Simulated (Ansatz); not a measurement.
# C3H6BCl: the cost of one run

Program: Ansatz 0.2.0. Level of theory: RKS BHLYP-D4/def2-SVP. These are calculated values, not measurements.

## 1. Starting point

Bond lengths: B1–C2 1.535 Å, C2–C3 1.492 Å, C3–C4 1.354 Å, C3–Cl5 1.771 Å, B1–H6 1.251 Å, B1–H7 1.168 Å, C2–H8 1.123 Å, C2–H9 1.109 Å, C4–H10 1.131 Å, C4–H11 1.005 Å. Angles (14 of 15 angles, heavy atoms first): B1–C2–C3 109.5°, C2–C3–C4 124.8°, C2–C3–Cl5 119.9°, C4–C3–Cl5 115.0°, B1–C2–H8 111.0°, B1–C2–H9 110.0°, C3–C2–H8 107.9°, C3–C2–H9 112.1°, C2–B1–H6 120.1°, C2–B1–H7 123.5°, C3–C4–H10 114.3°, C3–C4–H11 124.5°, H8–C2–H9 106.4°, H6–B1–H7 116.3°.

Structure file:

```xyz
11

B    -1.6065    0.2135    0.1898
C    -0.2490    0.0113    0.8761
C     0.8473    0.2504   -0.1069
C     1.2647   -0.6458   -1.0322
Cl    1.8229    1.7247   -0.0003
H    -2.3741    1.1243    0.5718
H    -1.9601   -0.4080   -0.7340
H    -0.1156    0.7349    1.7242
H    -0.1964   -1.0038    1.3201
H     0.6330   -1.5817   -1.0907
H     1.9990   -0.4768   -1.6972
```

## 2. End point A

The input, input.yaml:

```yaml
crystal:
  periodic: [false, false, false]
  atoms:
    - { symbol: B, position_ang: [-1.6065, 0.2135, 0.1898] }
    - { symbol: C, position_ang: [-0.249, 0.0113, 0.8761] }
    - { symbol: C, position_ang: [0.8473, 0.2504, -0.1069] }
    - { symbol: C, position_ang: [1.2647, -0.6458, -1.0322] }
    - { symbol: Cl, position_ang: [1.8229, 1.7247, -0.0003] }
    - { symbol: H, position_ang: [-2.3741, 1.1243, 0.5718] }
    - { symbol: H, position_ang: [-1.9601, -0.408, -0.734] }
    - { symbol: H, position_ang: [-0.1156, 0.7349, 1.7242] }
    - { symbol: H, position_ang: [-0.1964, -1.0038, 1.3201] }
    - { symbol: H, position_ang: [0.633, -1.5817, -1.0907] }
    - { symbol: H, position_ang: [1.999, -0.4768, -1.6972] }
basis:
  gaussian: { orbitals: def2-SVP }
hamiltonian:
  xc: { name: BHLYP }
  dispersion: d4
relax:
  f_tol: 0.02
  max_steps: 50
output:
  orbitals: {}
```

The run is started by

```
> ansatz run input.yaml --threads 2 --pin off --max-ram 3072MiB --backend cpu --events-out ev --progress --plain --runs-dir out
```

What time and memory should one allow on 2 threads of Intel Xeon Platinum 8488C (Sapphire Rapids), shared host?

About 67 s, with a peak of 0.25 GiB.
